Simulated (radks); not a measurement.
# Mn⁴⁺ in [Ar] 3d3: an all-electron calculation

An exercise on one series of results from a longer session: the logs are not shown, and one member is left open.

The numbers are computed with radks (a radial shooting solver on a logarithmic mesh, Libxc functionals) version 1 (scalar-relativistic Kohn-Sham, SCAN, spin-polarised, spherical densities, finite nucleus; open shells are filled with parallel spins first), except any that are marked as measured or tabulated.

**Starting point**

| Item | Value |
| --- | --- |
| element | manganese (Z = 25) |
| charge | +4 |
| electrons | 21 |
| configuration | [Ar] 3d3 |
| nuclear rms radius | 3.7057 fm |

The outer shells:

Mn⁴⁺
```
[Ar] core
3d [↑ ][↑ ][↑ ][  ][  ]
```

Set-up of the first run:

Settings of this run:

```text
Z 25
configuration [Ar] 3d3 4s0 4p0
relativity scalar-relativistic
functional scan,scan
spin polarised
nucleus finite rms 3.7057 fm
c 137.035999084
```

Run with:

```console
$ python run_ks.py task.json out
```

This one command runs every case of the session in turn.

Among the steps run: Self-consistent calculation.

One of the session's tables, all rows but one given; the rest of the session is left out.

It belongs to the step «Orbitals and density». From the orbitals of this run (lengths in bohr):

```
  level      <r>  outermost maximum (interpolated)  90 % within  nodes
1s down  0.06092                            0.0399        0.109      0
  1s up  0.06092                            0.0399        0.109      0
  2s up   0.2790                             0.232        0.433      1
2s down   0.2784                             0.232        0.431      1
  2p up   0.2472                             0.189        0.405      0
2p down   0.2465                             0.188        0.404      0
  3s up   0.8312                             0.730         1.23      2
3s down   0.8359                             0.731         1.24      2
  3p up        ?                                 ?            ?      ?
3p down   0.8744                             0.744         1.33      1
  3d up   0.9581                             0.718         1.56      0
3d down   0.9723                             0.727         1.59      0
  4s up    2.139                              1.96         3.08      3
  4p up    2.393                              2.18         3.47      2
```

Estimate the missing values for 3p up.

The run gave: <r>: 0.8681; outermost maximum (interpolated): 0.742; 90 % within: 1.32; nodes: 1. In the column «<r>» it lies between 3s down (0.8359) and 3p down (0.8744).

Limits of these values: Open shells are spherical and high-spin; term and fine-structure splittings are not resolved.
